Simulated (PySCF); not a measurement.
# C2H7BNP: the cost of one run

The runs use PySCF 2.14.0, with density-fitted response routines of our own; the level of theory stands in each step. All values are computed, except where a source is named. Atoms count from 0, in the outputs and in this text.

### 1 The molecule as given

12 atoms, charge 0, multiplicity 1; geometry from: GFN2-xTB. The atoms were then displaced at random by about 0.01 Å, so the start is not that level's minimum.

Bonds of the start (Å): C0–C1 1.44, C1–N2 1.17, N2–B3 1.40, B3–P4 2.01, C0–H5 1.12, C0–H6 1.10, C0–H7 1.07, B3–H8 1.18, B3–H9 1.21, P4–H10 1.38, P4–H11 1.41.

### 2 Optimising the geometry at PBE0-D3(BJ)/def2-SVP

What the job is given:

```
{"job": {"xc": "PBE0", "basis": "def2-SVP", "d3": "d3bj", "grid": 1, "shake": 0.01, "kind": "geom"}, "charge": 0, "multiplicity": 1}
C      2.262060     0.481930    -0.103340
C      0.954470    -0.010340     0.263540
N     -0.108830    -0.403530     0.533640
B     -1.422620    -0.825130     0.780820
P     -2.495610     0.087040    -0.651070
H      2.143800     1.156290    -0.986090
H      2.669830     1.082110     0.718110
H      2.930180    -0.312680    -0.345490
H     -1.523490    -1.997780     0.656010
H     -1.799760    -0.435820     1.860690
H     -1.656240    -0.208510    -1.699610
H     -1.914100     1.358130    -0.492100
```

The run is started by

```bash
$ OMP_NUM_THREADS=1 python probes_run.py task.json out
```

One launch serves the whole session: the jobs run in the order shown.

**Question.** How long does this first job take on 1 thread of Arm Neoverse V1, shared host, and how much memory does it need?

About 26 s, with a peak of 0.44 GiB.
